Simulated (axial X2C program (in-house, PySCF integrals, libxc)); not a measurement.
# All-electron X2C curves of Se₂⁻

What are the state, bond length, wavenumber and bond energy of Se₂⁻, and what does spin–orbit coupling change?

Program: an in-house X2C program for linear molecules on PySCF integrals. Level of theory: all-electron X2C, Se dyall-acv3z. These are calculated values, not measurements.

## 1. The job

task.json reads:

```json
{"zs": [34, 34], "q": -1, "bas": ["dyall-acv3z", "dyall-acv3z"], "levels": ["PBE0", "HF", "BP86"], "cc": true, "r0": 2.14, "thr": -2.0, "nmax": 90, "npts": 10, "nst": 2, "ntry": 6}
```

Keys: zs atomic numbers; q charge; bas basis sets; levels methods (HF also brings MP2); cc coupled cluster on or off; r0 starting distance in Å; thr threshold in hartree for freezing inner shells (an s shell follows its p shell); nmax most natural virtual spinors; npts points asked for on the curve; nst determinants followed; ntry starts of the search.

Command:

```console
$ python so2c.py task.json out
```

Spin-free means the one-electron spin-free X2C Hamiltonian; two-component (2c) means X2C with spin–orbit coupling and atomic mean-field two-electron Coulomb and Gaunt terms. Basis: Se dyall-acv3z contracted to [9s10p7d5f1g]; Gaussian nuclei, density fitting. Masses: Se 79.917 u.

Notation: σ, π±, δ± give the projection m of an orbital's angular momentum (0, ±1, ±2), α and β its spin, Λ and M_S the sums; ω is the projection of a spinor's total angular momentum and Ω the sum. Logs are in hartree.

The results follow Hamiltonian by Hamiltonian and level by level.

## 2. Search for the lowest determinant

PBE0 moves the distance from 2.140 Å to 2.285 Å and compares determinants there.

Spin-free determinants:

| ΔE (eV) | state | open shells |
| --- | --- | --- |
| 0.00 | M_S = 1/2, Λ = 1 | beyond closed shells: π+α, π+β, π-α |
| 1.74 | M_S = 3/2, Λ = 0 | beyond closed shells: σα, π+α, π-α |
| 1.99 | M_S = 1/2, Λ = 0 | beyond closed shells: σβ, π+α, π-α |
| 2.46 | M_S = 1/2, Λ = 2 | beyond closed shells: σα, π+α, π+β |
| 2.46 | M_S = 1/2, Λ = 0 | beyond closed shells: σα, π+β, π-α |
| 3.42 | M_S = 3/2, Λ = 1 | beyond closed shells: 2 × π+α, π-α |
| 4.05 | M_S = 1/2, Λ = 1 | beyond closed shells: 2 × π+α, π-β |

Two-component determinants:

```
ΔE (eV)    state                                  open shells
   0.00  Ω = 3/2                excess of +ω over −ω: ω = 3/2
   0.22  Ω = 1/2                excess of +ω over −ω: ω = 1/2
   2.11  Ω = 1/2  excess of +ω over −ω: 2 × ω = -1/2, ω = 3/2
   2.34  Ω = 1/2                excess of +ω over −ω: ω = 1/2
   2.58  Ω = 5/2   excess of +ω over −ω: 2 × ω = 1/2, ω = 3/2
   3.53  Ω = 5/2  excess of +ω over −ω: ω = -1/2, 2 × ω = 3/2
   3.73  Ω = 7/2   excess of +ω over −ω: ω = 1/2, 2 × ω = 3/2
```

## 3. PBE0, spin-free

State followed: M_S = 1/2, Λ = 1 (beyond closed shells: π+α, π+β, π-α). The scan is laid around 2.285 Å, a first estimate of the minimum, and this SCF restarts from the orbitals of the search.

Output at 2.285 Å:

```text
spin-free X2C-1e  PBE0
basis functions 236  fitting functions 1306  grid points 5802
iter        total energy     max residual
   1      -4859.426326541     9.37e-06
   2      -4859.426326542     4.90e-06
converged
one-electron -7310.60802147  Coulomb 2360.40978901  exact exchange -43.46736141  xc functional -133.47576803  nuclear repulsion 267.71503537
```

Along the bond, energies from the lowest point:

| R (Å) | E (eV) | HOMO (eV) | LUMO (eV) | iterations |
| --- | --- | --- | --- | --- |
| 1.988 | 0.9894 | 0.71 | 2.44 | 11 |
| 2.079 | 0.3965 | 0.49 | 2.23 | 10 |
| 2.148 | 0.1494 | 0.33 | 2.08 | 10 |
| 2.216 | 0.0272 | 0.18 | 1.93 | 10 |
| 2.285 | 0.0000 | 0.03 | 1.78 | 2 |
| 2.365 | 0.0570 | -0.13 | 1.61 | 10 |
| 2.445 | 0.1827 | -0.28 | 1.46 | 10 |
| 2.548 | 0.4109 | -0.47 | 1.27 | 11 |
| 2.673 | 0.7484 | -0.67 | 1.05 | 10 |
| 2.856 | 1.2815 | -0.93 | 0.78 | 11 |

Outer orbitals at the reference distance:

| symmetry | occupied | ε (eV) | atomic character |
| --- | --- | --- | --- |
| σα | yes | -15.09 | 79% Se s, 11% Se p, 7% Se d |
| σβ | yes | -14.67 | 78% Se s, 12% Se p, 8% Se d |
| σα | yes | -11.64 | 76% Se s, 15% Se p, 7% Se d |
| σβ | yes | -10.98 | 76% Se s, 16% Se p, 6% Se d |
| σα | yes | -3.83 | 90% Se p, 8% Se s |
| σβ | yes | -3.62 | 89% Se p, 9% Se s |
| π-α | yes | -2.91 | 94% Se p |
| π+α | yes | -2.91 | 94% Se p |
| π+β | yes | -2.49 | 94% Se p |
| π-β | yes | -2.03 | 93% Se p, 5% Se d |
| π+α | yes | -0.52 | 80% Se p, 15% Se d, 4% Se f |
| π-α | yes | -0.52 | 80% Se p, 15% Se d, 4% Se f |
| π+β | yes | 0.03 | 80% Se p, 16% Se d, 4% Se f |
| π-β | no | 1.78 | 78% Se p, 18% Se d |
| σα | no | 3.11 | 88% Se p, 8% Se d |
| σβ | no | 3.18 | 89% Se p, 7% Se d |
| σα | no | 4.05 | 61% Se s, 38% Se p |

PBE0 fields in the half plane through the axis: z from -2.4 to 4.5 Å across, distance from the axis 0.15 to 2.25 Å upwards; Se lies at z = 0 and Se at z = 2.285 Å; the ELF is damped to zero where the density is low.

log10 density (e/bohr³). Ten even steps from '0' (-4.06 ) to '9' (1.42 ):
```
000111222221122222211100
001122233222222332222110
011223333333333333332210
012233444443344444433211
112334455544445555443221
112344556555555565543321
122345567655556776554321
122345689865557997654321
```

ELF. Ten even steps from '0' (0.00 ) to '9' (0.86 ):
```
000023443200001344421000
000235676420013567653100
001357888741125788864200
001468999863247999975310
001479999875468999986310
001479854466666447986310
001477325226751442586310
001466282816833845376310
```

Re = 2.274 Å, ωe = 328 cm⁻¹, ωexe = 0.766 cm⁻¹, Be = 0.0816 cm⁻¹, De = 3.42 eV.

## 4. HF, spin-free

The SCF at the reference distance of 2.285 Å:

```text
spin-free X2C-1e  HF
basis functions 236  fitting functions 1306  grid points 5802
iter        total energy     max residual
   1      -4856.352642753     1.83e-01
   2      -4856.383067735     6.40e-03
   3      -4856.384051172     2.92e-03
   4      -4856.384193592     1.19e-03
   5      -4856.384239065     4.10e-04
   6      -4856.384250784     1.46e-04
   7      -4856.384252064     8.38e-05
   8      -4856.384252558     2.88e-05
   9      -4856.384252604     8.93e-06
  10      -4856.384252609     2.66e-06
  11      -4856.384252609     6.14e-07
converged
one-electron -7310.41495381  Coulomb 2360.32083128  exact exchange -174.00516546  xc functional 0.00000000  nuclear repulsion 267.71503537
```

Re = 2.257 Å, ωe = 352 cm⁻¹, ωexe = 0.696 cm⁻¹, Be = 0.08285 cm⁻¹, De = 1.47 eV.

## 5. BP86, spin-free

Output at 2.285 Å:

```text
spin-free X2C-1e  BP86
basis functions 236  fitting functions 1306  grid points 5802
iter        total energy     max residual
   1      -4860.658259218     8.50e-02
   2      -4860.664017018     4.26e-03
   3      -4860.663911917     6.31e-03
   4      -4860.664182025     3.78e-04
   5      -4860.664181758     3.99e-04
   6      -4860.664186402     2.29e-05
   7      -4860.664186413     1.60e-05
   8      -4860.664186418     1.97e-06
   9      -4860.664186418     2.37e-07
converged
one-electron -7310.17132811  Coulomb 2359.93899520  exact exchange 0.00000000  xc functional -178.14688888  nuclear repulsion 267.71503537
```

Re = 2.315 Å, ωe = 300 cm⁻¹, ωexe = 0.794 cm⁻¹, Be = 0.07875 cm⁻¹, De = 3.66 eV.

## 6. Correlated methods, spin-free

Correlated methods: 13 electrons correlated (frozen shells, counted by type: Se 3 s, 2 p, 1 d), 291 virtual spinors in MP2, 90 natural virtuals in coupled cluster.

Output of the correlated part at 2.285 Å:

```text
correlated 13  virtual 291  natural virtual 90  E(MP2) -0.312062340  MP2 remainder -0.017325328
iter   CCSD correlation   residual
   1     -0.308789283   1.22e-01
   2     -0.317166298   4.05e-02
   3     -0.318417551   1.28e-02
   4     -0.318479487   3.79e-03
   5     -0.318496497   9.11e-04
   6     -0.318496177   2.59e-04
   7     -0.318497285   5.61e-05
   8     -0.318497356   1.47e-05
   9     -0.318497233   4.36e-06
  10     -0.318497236   1.36e-06
(T) -0.016652022  T1 0.0175  D1 0.0346  max T2 0.088
```

T1 in the output is the amplitude norm over the root of the electron number; divide by √2 for the Lee–Taylor value.

MP2: Re = 2.286 Å, ωe = 320 cm⁻¹, Be = 0.08071 cm⁻¹, De = 3.36 eV.

CCSD: Re = 2.288 Å, ωe = 323 cm⁻¹, ωexe = 0.808 cm⁻¹, Be = 0.08059 cm⁻¹, De = 3.02 eV. T1 at Re = 0.012 (Lee–Taylor, the printed value over √2).

CCSD(T): Re = 2.301 Å, ωe = 312 cm⁻¹, ωexe = 0.865 cm⁻¹, Be = 0.07971 cm⁻¹, De = 3.19 eV. T1 at Re = 0.013 (Lee–Taylor, the printed value over √2).

## 7. A higher determinant, spin-free

State: M_S = 3/2, Λ = 0 (beyond closed shells: σα, π+α, π-α).

Output at the reference distance:

```text
spin-free X2C-1e  PBE0
basis functions 236  fitting functions 1306  grid points 5802
iter        total energy     max residual
   1      -4859.362450103     3.03e-06
   2      -4859.362450103     3.04e-06
converged
one-electron -7307.46804510  Coulomb 2357.27906990  exact exchange -43.45245832  xc functional -133.43605195  nuclear repulsion 267.71503537
```

| R (Å) | E above the lowest PBE0 point (eV) |
| --- | --- |
| 1.988 | 2.710 |
| 2.079 | 2.218 |
| 2.148 | 1.994 |
| 2.216 | 1.843 |
| 2.285 | 1.738 |
| 2.365 | 1.656 |
| 2.445 | 1.612 |
| 2.548 | 1.607 |
| 2.673 | 1.665 |

No constants are quoted: too few points lie around the minimum for a second fit to confirm the first.

## 8. The spin-free curves together

Energy (eV) of the followed determinant, spin-free, from each level's lowest point:

| R (Å) | PBE0 | HF | MP2 | CCSD | CCSD(T) | BP86 |
| --- | --- | --- | --- | --- | --- | --- |
| 1.988 | 0.989 | 0.960 | 1.065 | n/a | n/a | 1.153 |
| 2.079 | 0.396 | 0.360 | 0.442 | 0.455 | 0.488 | 0.513 |
| 2.148 | 0.149 | 0.118 | 0.178 | 0.184 | 0.208 | 0.229 |
| 2.216 | 0.027 | 0.008 | 0.041 | 0.043 | 0.055 | 0.067 |
| 2.285 | 0.000 | 0.000 | 0.000 | 0.000 | 0.000 | 0.000 |
| 2.365 | 0.057 | 0.086 | 0.042 | 0.041 | 0.025 | 0.010 |
| 2.445 | 0.183 | 0.246 | 0.151 | 0.151 | 0.119 | 0.088 |
| 2.548 | 0.411 | 0.524 | 0.355 | 0.362 | 0.306 | 0.256 |
| 2.673 | 0.748 | 0.932 | 0.657 | n/a | n/a | 0.522 |
| 2.856 | 1.282 | 1.577 | 1.125 | n/a | n/a | 0.957 |

## 9. PBE0, 2c

State followed: Ω = 3/2 (excess of +ω over −ω: ω = 3/2). The scan is laid around 2.285 Å, a first estimate of the minimum, and this SCF restarts from the orbitals of the search.

Output at 2.285 Å:

```text
two-component X2C + atomic mean field  PBE0
basis functions 236  fitting functions 1306  grid points 5802
iter        total energy     max residual
   1      -4857.788404962     1.50e-05
   2      -4857.788404966     1.06e-05
   3      -4857.788404968     2.11e-06
   4      -4857.788404968     9.07e-07
converged
one-electron -7306.43082912  Coulomb 2359.59299133  exact exchange -43.45068438  xc functional -133.42425527  nuclear repulsion 267.71503537  atomic mean-field constant -1.79066290
```

Along the bond, energies from the lowest point:

| R (Å) | E (eV) | HOMO (eV) | LUMO (eV) | iterations |
| --- | --- | --- | --- | --- |
| 1.988 | 0.9992 | 0.61 | 2.55 | 12 |
| 2.079 | 0.4032 | 0.39 | 2.35 | 10 |
| 2.148 | 0.1539 | 0.23 | 2.19 | 10 |
| 2.216 | 0.0294 | 0.08 | 2.05 | 10 |
| 2.285 | 0.0000 | -0.07 | 1.90 | 4 |
| 2.365 | 0.0545 | -0.23 | 1.74 | 10 |
| 2.445 | 0.1777 | -0.38 | 1.58 | 10 |
| 2.548 | 0.4027 | -0.56 | 1.39 | 11 |
| 2.673 | 0.7360 | -0.77 | 1.18 | 11 |
| 2.856 | 1.2623 | -1.02 | 0.90 | 12 |

Outer spinors at the reference distance:

| ω | occupied | ε (eV) | atomic character | λ mixture |
| --- | --- | --- | --- | --- |
| 1/2 | yes | -15.07 | 79% Se s, 11% Se p, 7% Se d | 100% σ |
| -1/2 | yes | -14.65 | 78% Se s, 12% Se p, 8% Se d | 100% σ |
| 1/2 | yes | -11.62 | 76% Se s, 15% Se p, 7% Se d | 100% σ |
| -1/2 | yes | -10.97 | 76% Se s, 16% Se p, 6% Se d | 100% σ |
| 1/2 | yes | -3.82 | 90% Se p, 8% Se s | 100% σ |
| -1/2 | yes | -3.61 | 89% Se p, 9% Se s | 100% σ |
| -1/2 | yes | -3.00 | 94% Se p | 100% π |
| 3/2 | yes | -2.78 | 94% Se p | 100% π |
| 1/2 | yes | -2.59 | 94% Se p | 100% π |
| -3/2 | yes | -1.91 | 93% Se p, 5% Se d | 100% π |
| -1/2 | yes | -0.62 | 81% Se p, 15% Se d, 4% Se f | 100% π |
| 3/2 | yes | -0.38 | 80% Se p, 16% Se d, 4% Se f | 100% π |
| 1/2 | yes | -0.07 | 80% Se p, 16% Se d, 4% Se f | 100% π |
| -3/2 | no | 1.90 | 78% Se p, 18% Se d | 100% π |
| 1/2 | no | 3.14 | 87% Se p, 8% Se d | 100% σ |
| -1/2 | no | 3.23 | 88% Se p, 8% Se d | 100% σ |
| 1/2 | no | 4.04 | 61% Se s, 38% Se p | 100% σ |

PBE0 fields in the half plane through the axis: z from -2.4 to 4.5 Å across, distance from the axis 0.15 to 2.25 Å upwards; Se lies at z = 0 and Se at z = 2.285 Å; the ELF is damped to zero where the density is low.

log10 density (e/bohr³). Ten even steps from '0' (-4.06 ) to '9' (1.42 ):
```
000111222221122222211100
001122233222222332222110
011223333333333333332210
012233444443344444433211
112334455544445555443221
112344556555555565543321
122345567655556776554321
122345689865557997654321
```

ELF. Ten even steps from ' ' (0.00 ) to '@' (0.86 ):
```
        ::--====--::        ..--======::..      
      ::--++**##**==::    ..--++**##**++--..    
    ..--++##%%%%%%**==....::++##%%%%%%**==::    
    ..==**%%@@@@@@%%**--::==##@@@@@@@@##++--..  
    ..==##@@@@@@@@%%##++==**%%@@@@@@@@%%**--..  
    ..==##@@%%++====**********====##@@%%**--..  
    ..==####--::++::::**##++..====::++%%**--..  
    ..==****::%%::%%..**%%----%%==++--##**--..  
```

Re = 2.276 Å, ωe = 327 cm⁻¹, ωexe = 0.771 cm⁻¹, Be = 0.08145 cm⁻¹, De = 3.45 eV.

## 10. HF, 2c

Output at 2.285 Å:

```text
two-component X2C + atomic mean field  HF
basis functions 236  fitting functions 1306  grid points 5802
iter        total energy     max residual
   1      -4854.716202842     1.82e-01
   2      -4854.746559573     6.46e-03
   3      -4854.747536089     2.91e-03
   4      -4854.747677479     1.17e-03
   5      -4854.747722532     4.05e-04
   6      -4854.747734116     1.44e-04
   7      -4854.747735371     8.11e-05
   8      -4854.747735846     2.78e-05
   9      -4854.747735889     8.72e-06
  10      -4854.747735894     2.66e-06
  11      -4854.747735894     5.95e-07
converged
one-electron -7306.23913178  Coulomb 2359.50525559  exact exchange -173.93823218  xc functional 0.00000000  nuclear repulsion 267.71503537  atomic mean-field constant -1.79066290
```

Re = 2.259 Å, ωe = 350 cm⁻¹, ωexe = 0.699 cm⁻¹, Be = 0.08268 cm⁻¹, De = 1.43 eV.

## 11. BP86, 2c

The SCF at the reference distance of 2.285 Å:

```text
two-component X2C + atomic mean field  BP86
basis functions 236  fitting functions 1306  grid points 5802
iter        total energy     max residual
   1      -4859.019467542     8.46e-02
   2      -4859.025214388     4.26e-03
   3      -4859.025109954     6.30e-03
   4      -4859.025379175     3.77e-04
   5      -4859.025378906     3.99e-04
   6      -4859.025383533     2.28e-05
   7      -4859.025383545     1.59e-05
   8      -4859.025383550     1.96e-06
   9      -4859.025383550     5.24e-07
converged
one-electron -7305.99501130  Coulomb 2359.12310624  exact exchange 0.00000000  xc functional -178.07785097  nuclear repulsion 267.71503537  atomic mean-field constant -1.79066290
```

Re = 2.317 Å, ωe = 298.8 cm⁻¹, ωexe = 0.802 cm⁻¹, Be = 0.0786 cm⁻¹, De = 3.67 eV.

## 12. MP2 and beyond, 2c

Correlated methods: 13 electrons correlated (frozen shells, counted by type: Se 3 s, 2 p, 1 d), 291 virtual spinors in MP2, 90 natural virtuals in coupled cluster.

Output of the correlated part at 2.285 Å:

```text
correlated 13  virtual 291  natural virtual 90  E(MP2) -0.311477431  MP2 remainder -0.017302339
iter   CCSD correlation   residual
   1     -0.308366573   1.21e-01
   2     -0.316717359   4.02e-02
   3     -0.317946845   1.27e-02
   4     -0.318007141   3.75e-03
   5     -0.318023737   9.00e-04
   6     -0.318023435   2.59e-04
   7     -0.318024565   6.06e-05
   8     -0.318024630   1.97e-05
   9     -0.318024476   8.39e-06
  10     -0.318024489   3.81e-06
(T) -0.016560551  T1 0.0174  D1 0.0347  max T2 0.087
```

MP2: Re = 2.288 Å, ωe = 319 cm⁻¹, Be = 0.0806 cm⁻¹, De = 3.26 eV.

CCSD: Re = 2.290 Å, ωe = 322 cm⁻¹, ωexe = 0.812 cm⁻¹, Be = 0.08046 cm⁻¹, De = 2.94 eV. T1 at Re = 0.012 (Lee–Taylor, the printed value over √2).

CCSD(T): Re = 2.302 Å, ωe = 311 cm⁻¹, ωexe = 0.87 cm⁻¹, Be = 0.07958 cm⁻¹, De = 3.10 eV. T1 at Re = 0.012 (Lee–Taylor, the printed value over √2).

## 13. A higher determinant, 2c

State: Ω = 1/2 (excess of +ω over −ω: ω = 1/2).

Output at the reference distance:

```text
two-component X2C + atomic mean field  PBE0
basis functions 236  fitting functions 1306  grid points 5802
iter        total energy     max residual
   1      -4857.780183229     8.38e-06
   2      -4857.780183230     7.59e-06
converged
one-electron -7306.28056809  Coulomb 2359.44748665  exact exchange -43.44977045  xc functional -133.42170381  nuclear repulsion 267.71503537  atomic mean-field constant -1.79066290
```

| R (Å) | E above the lowest PBE0 point (eV) |
| --- | --- |
| 1.988 | 1.215 |
| 2.079 | 0.622 |
| 2.148 | 0.375 |
| 2.216 | 0.252 |
| 2.285 | 0.224 |
| 2.365 | 0.279 |
| 2.445 | 0.402 |
| 2.548 | 0.626 |
| 2.673 | 0.955 |

Re = 2.275 Å, ωe = 326 cm⁻¹, ωexe = 0.786 cm⁻¹, Be = 0.08151 cm⁻¹. Te = 0.22 eV.

## 14. The 2c curves together

Energy (eV) of the followed determinant, 2c, from each level's lowest point:

| R (Å) | PBE0 | HF | MP2 | CCSD | CCSD(T) | BP86 |
| --- | --- | --- | --- | --- | --- | --- |
| 1.988 | 0.999 | 0.974 | 1.073 | n/a | n/a | 1.162 |
| 2.079 | 0.403 | 0.369 | 0.448 | 0.461 | 0.494 | 0.519 |
| 2.148 | 0.154 | 0.124 | 0.181 | 0.189 | 0.212 | 0.233 |
| 2.216 | 0.029 | 0.011 | 0.042 | 0.045 | 0.057 | 0.069 |
| 2.285 | 0.000 | 0.000 | 0.000 | 0.000 | 0.000 | 0.000 |
| 2.365 | 0.054 | 0.082 | 0.040 | 0.038 | 0.023 | 0.007 |
| 2.445 | 0.178 | 0.239 | 0.148 | 0.147 | 0.115 | 0.083 |
| 2.548 | 0.403 | 0.514 | 0.350 | 0.354 | 0.299 | 0.248 |
| 2.673 | 0.736 | 0.916 | 0.651 | n/a | n/a | 0.511 |
| 2.856 | 1.262 | 1.552 | 1.115 | n/a | n/a | 0.938 |

Time for the job: 3.4 min (1 thread of Arm Neoverse V1, shared host); peak memory 0.9 GiB.

## 15. Results

Lowest determinant that the search found at its distance, spin-free: M_S = 1/2, Λ = 1 (beyond closed shells: π+α, π+β, π-α).

Lowest determinant that the search found at its distance, 2c: Ω = 3/2 (excess of +ω over −ω: ω = 3/2).

```json
{"Hamiltonian": "spin-free", "level": "PBE0", "Re (Å)": "2.274", "ωe (cm⁻¹)": "328", "De (eV)": "3.42"}
{"Hamiltonian": "spin-free", "level": "HF", "Re (Å)": "2.257", "ωe (cm⁻¹)": "352", "De (eV)": "1.47"}
{"Hamiltonian": "spin-free", "level": "MP2", "Re (Å)": "2.286", "ωe (cm⁻¹)": "320", "De (eV)": "3.36"}
{"Hamiltonian": "spin-free", "level": "CCSD", "Re (Å)": "2.288", "ωe (cm⁻¹)": "323", "De (eV)": "3.02"}
{"Hamiltonian": "spin-free", "level": "CCSD(T)", "Re (Å)": "2.301", "ωe (cm⁻¹)": "312", "De (eV)": "3.19"}
{"Hamiltonian": "spin-free", "level": "BP86", "Re (Å)": "2.315", "ωe (cm⁻¹)": "300", "De (eV)": "3.66"}
{"Hamiltonian": "2c", "level": "PBE0", "Re (Å)": "2.276", "ωe (cm⁻¹)": "327", "De (eV)": "3.45"}
{"Hamiltonian": "2c", "level": "HF", "Re (Å)": "2.259", "ωe (cm⁻¹)": "350", "De (eV)": "1.43"}
{"Hamiltonian": "2c", "level": "MP2", "Re (Å)": "2.288", "ωe (cm⁻¹)": "319", "De (eV)": "3.26"}
{"Hamiltonian": "2c", "level": "CCSD", "Re (Å)": "2.290", "ωe (cm⁻¹)": "322", "De (eV)": "2.94"}
{"Hamiltonian": "2c", "level": "CCSD(T)", "Re (Å)": "2.302", "ωe (cm⁻¹)": "311", "De (eV)": "3.10"}
{"Hamiltonian": "2c", "level": "BP86", "Re (Å)": "2.317", "ωe (cm⁻¹)": "298.8", "De (eV)": "3.67"}
```

Time per point (s) on 1 thread of Arm Neoverse V1, shared host (2c runs; CCSD comes with the CCSD(T) run); the times are rough: PBE0 1.2, HF 1, MP2 1.5, CCSD(T) 6.5, BP86 0.49.

What this shows: At CCSD(T), going from spin-free to two-component changes Re by +2 mÅ, ωe by -0.3 %, which is small (part of it comes from the scalar share of the two-electron terms). De moves by -0.10 eV; both De rest on single-determinant atoms, which can miss part of an open shell's spin–orbit lowering.

De refers to Se- + Se, each in the lowest determinant found, which need not be this curve's own limit. Each curve is one determinant whose occupation by symmetry is held fixed; it was picked as the lowest of a PBE0 search that is not exhaustive. Dissociation energies refer to the lowest single-determinant-based atoms at the same level and basis. Density functionals use the spin component along the axis (collinear). Coupled cluster ran in a truncated set of natural virtual spinors; the MP2 energy of the rest was added.
